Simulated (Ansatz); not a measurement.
Consider an atomisation energy of CH4GeI, SMILES [CH3][GeH][I] (Ansatz 0.2.0, Python API).

`run_tae.py`:
```python
from collections import Counter

import ansatz as az

BASIS_SET = "x2c-TZVPPall"
XC = "r2scan"


def energy(molecule, charge=0, unpaired=0):
    calc = (
        molecule.calculation()
        .basis(gaussian=BASIS_SET)
        .functional(XC)
    )
    if charge:
        calc = calc.charge(charge)
    if unpaired:
        calc = calc.spin("collinear", total=unpaired)
    report = calc.run(threads=1).report
    if report["published_state_doubts"]:
        print("  doubts:", report["published_state_doubts"])
    return report["free_energy_ev"]


def main() -> None:
    ch4gei = (
        az.Crystal.molecule()
        .atom("C", (-0.7509, 0.3376, -0.2475))
        .atom("Ge", (0.7128, -0.8367, -0.2009))
        .atom("I", (1.3508, -1.2231, 2.2023))
        .atom("H", (-0.443, 1.3576, 0.2072))
        .atom("H", (-1.65, -0.07, 0.2757))
        .atom("H", (-1.0925, 0.5726, -1.3162))
        .atom("H", (1.9341, -0.2061, -0.9663))
    )

    unpaired = {"C": 2, "Ge": 2, "I": 1, "H": 1}
    counts = Counter(site.symbol for site in ch4gei.cartesian_sites)
    atom_energy = {s: energy(az.Crystal.molecule().atom(s, (0, 0, 0)), 0, unpaired[s]) for s in counts}
    whole = energy(ch4gei, 0, 1)
    for s, e in atom_energy.items():
        print(f"{s:2s} x{counts[s]}  {e:14.5f} eV")
    print(f"CH4GeI: {whole:.5f} eV")
    split = sum(counts[s] * e for s, e in atom_energy.items()) - whole
    print(f"atomisation energy (no zero-point term): {96.485332 * split:.1f} kJ/mol, {split / sum(counts.values()):.3f} eV an atom")


if __name__ == "__main__":
    main()
```

What does it cost to take this molecule apart into atoms?

2072.9 kJ/mol from the electronic energies, without the zero-point term.

What the script printed:

```console
$ python run_tae.py
C  x1     -1029.90004 eV
Ge x1    -57108.67429 eV
I  x1   -193630.16042 eV
H  x4       -13.60389 eV
CH4GeI: -251844.63453 eV
atomisation energy (no zero-point term): 2072.9 kJ/mol, 3.069 eV an atom
```

Notes:
- Total energies depend on the basis set; only differences at equal settings carry meaning.
- The geometry is a force-field or estimated start, not a minimum of this method, and the basis set is short of its limit. All parts are taken at fixed geometry, without zero-point energy.
- The species is open-shell (spin multiplicity 2).
- The spin-orbit lowering of heavy atoms is left out.
- Timing: 36 s on 1 thread of Arm Neoverse V2, on a shared host, peak memory 0.39 GiB.

(Lines on the test bed's own set-up are left out of the output.)
